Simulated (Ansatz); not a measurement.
# MgBe2Te2O: the cost of one run

Program: Ansatz 0.2.0. Level of theory: DFT PBE, scalar-relativistic, plane waves, PAW. These are calculated values, not measurements.

**1. The starting structure**

Symmetry: P4/mmm, No. 123, tetragonal system. The conventional cell has a = 4.231 Å, b = 4.231 Å, c = 5.609 Å, α = 90.00°, β = 90.00°, γ = 90.00°. Mg (site symmetry 4/mmm) is surrounded by 2 O at 2.80 Å. Around Be (site symmetry mmm) lie 2 O at 2.12 Å and 4 Te at 2.60 Å. Te (site symmetry 4mm) has 1 Te at 2.57 Å and 4 Be at 2.60 Å as nearest neighbours. O (site symmetry 4/mmm) is surrounded by 4 Be at 2.12 Å and 2 Mg at 2.80 Å.

Coordinates:

```
Mg Be Te O
1.0
     4.23099    0.00000    0.00000
     0.00000    4.23099    0.00000
     0.00000    0.00000    5.60893
Mg Be Te O
1 2 2 1
Cartesian
  0.0000 0.0000 2.8045
  0.0000 2.1155 0.0000
  2.1155 0.0000 0.0000
  2.1155 2.1155 1.5201
  2.1155 2.1155 4.0888
  0.0000 0.0000 0.0000
```

A structure generator made this guess: species swapped into a database cell of YCr2Si2C (P4/mmm, No. 123), with Mg on the Y sites, Be on the Cr sites, Te on the Si sites and O on the C sites. Lengths come from tabulated atomic sizes and are only a guess.

**2. Probe: one point on a coarse mesh**

input.yaml

```yaml
crystal:
  lattice:
    - [4.23098871, 0.0, 0.0]
    - [0.0, 4.23098871, 0.0]
    - [0.0, 0.0, 5.60892854]
  atoms:
    - { symbol: Mg, position: [0.0, 0.0, 0.5] }
    - { symbol: Be, position: [0.0, 0.5, 0.0] }
    - { symbol: Be, position: [0.5, 0.0, 0.0] }
    - { symbol: Te, position: [0.5, 0.5, 0.27101299] }
    - { symbol: Te, position: [0.5, 0.5, 0.72898701] }
    - { symbol: O, position: [0.0, 0.0, 0.0] }
basis:
  ecutwfc: 420
kpoints:
  mp_grid: { grid: [4, 4, 4] }
hamiltonian:
  xc: pbe
scf:
  occupations: { method: gaussian, width: 0.1 }
  lower_state_search: "off"
output:
  forces: true
  stress: true
  eigenvalues: true
```

Started as:

```console
$ ansatz run input.yaml --threads 1 --pin off --max-ram 2560MiB --backend cpu --events-out ev --progress --plain --runs-dir out
```

Q: Estimate wall time and peak memory on 1 thread of Intel Xeon at 2.70GHz, shared host.

About 5.8 s, with a peak of 0.4 GiB.
